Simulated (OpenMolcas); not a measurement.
# GeNH3 (SMILES [NH2][GeH]) in OpenMolcas

Wanted: the energy of GeNH3.

The calculation is run with OpenMolcas 26.06.

6 further runs of the same task are left out: 1 that didn't finish, 5 set aside as unsound or not needed.

### 1 Starting point

GeNH3: 5 atoms, total charge 0, spin state singlet. As SMILES, `[NH2][GeH]`. Geometry: relaxed at PBE0-D4/def2-TZVP. This is one conformer, not always the lowest.

Bond lengths: N1–Ge2 1.816 Å, N1–H3 1.008 Å, N1–H4 1.007 Å, Ge2–H5 1.602 Å. Angles: N1–Ge2–H5 92.6°, Ge2–N1–H3 121.9°, Ge2–N1–H4 125.6°, H3–N1–H4 112.5°.

### 2 The input as written

The input, mol.inp:

```
>>> EXPORT MOLCAS_PRINT=2

&GATEWAY
 BasLib=$CurrDir
 Coord
 5
 angstrom
 N       -0.084100      -0.602200       0.097400
 Ge       0.988800       0.853400       0.259800
 H        0.180600      -1.502000       0.465300
 H       -0.985000      -0.620100      -0.352500
 H       -0.050300       1.797200      -0.511300
 Basis=cc-pVDpdZ
 Group=NoSym
 RICD

&SEWARD

&FFPT
 Dipole
 Z 0.005

&SCF
 PrOrbitals=1 1
 MaxCycle=100

&CHCC
 Frozen=10

&CHT3
 Frozen=10
```

Started as:

```
$ export MOLCAS_MEM=1860
$ pymolcas mol.inp > mol.log
```

The log of the run:

```text
--- Start Module: gateway ---

                                              &GATEWAY

                       available to each process: 1.9 GB of memory, 1 thread

 Basis Set     1 Label: N.CC-PVDPDZ
 Basis set is read from library:.
 basistype.tbl is not found

 Basis Set     2 Label: GE.CC-PVDPDZ
 Basis set is read from library:.
 basistype.tbl is not found

 Basis Set     3 Label: H.CC-PVDPDZ
 Basis set is read from library:.
 basistype.tbl is not found

++    Symmetry information:
      ---------------------

                    Character Table for C1

                             E
                    a        1  x, y, xy, Rz, z, xz, Ry, yz, Rx, I
--

++    Basis set information:
      ----------------------

      Basis set label: N.CC-PVDPDZ.........

      Electronic valence basis set:
      ------------------
      Associated Effective Charge   7.000000 au
      Associated Actual Charge      7.000000 au
      Nuclear Model: Point charge

      Shell  nPrim  nBasis  Cartesian Spherical Contaminant
         s       9       3        X
         p       4       2        X
         d       1       1                 X

      Basis set label: GE.CC-PVDPDZ.........

[... 98 lines left out ...]
--- Stop Module: seward /rc=_RC_ALL_IS_WELL_ ---

--- Start Module: ffpt ---

                                               &FFPT

                       available to each process: 1.9 GB of memory, 1 thread

      Header of the ONEINT file:
      --------------------------

      Cartesian coordinates in angstrom:
      -----------------------------------------------------
      No.  Label        X            Y            Z
      -----------------------------------------------------
       1   N1        -0.08410000  -0.60220000   0.09740000
       2   GE2        0.98880000   0.85340000   0.25980000
       3   H3         0.18060000  -1.50200000   0.46530000
       4   H4        -0.98500000  -0.62010000  -0.35250000
       5   H5        -0.05030000   1.79720000  -0.51130000
      -----------------------------------------------------
      Nuclear repulsion energy =   98.83476088

      The following tasks will be executed:
      -------------------------------------

      FFPT    DIPO    COMP    COMP0   Z= 0.005000

--- Stop Module: ffpt /rc=_RC_ALL_IS_WELL_ ---

--- Start Module: scf ---

                                                &SCF

                       available to each process: 1.9 GB of memory, 1 thread

 Unidentified key word:MaxCycle
 >>>>> Input file for module SCF  <<<<<
PrOrbitals
1 1
 ******   Error  *******
MaxCycle

 ###############################################################################
 ###    ERROR: Error in FindErrorLine                                        ###
 ###############################################################################
--- Stop Module: scf /rc=_RC_INPUT_ERROR_ ---

.####################.
.# User input error #.
.####################.

    Timing: Wall=1.09 User=0.88 System=0.20
```

Run time: 1.3 s. Hardware: 1 thread of Arm Neoverse V2, shared host; peak memory 0.23 GiB.

### 3 Reading the log

The program broke off before the end.

The log says `ERROR: Error in FindErrorLine`. The fault: the input text is malformed or holds a word that the program doesn't know (`MaxCycle=100`).
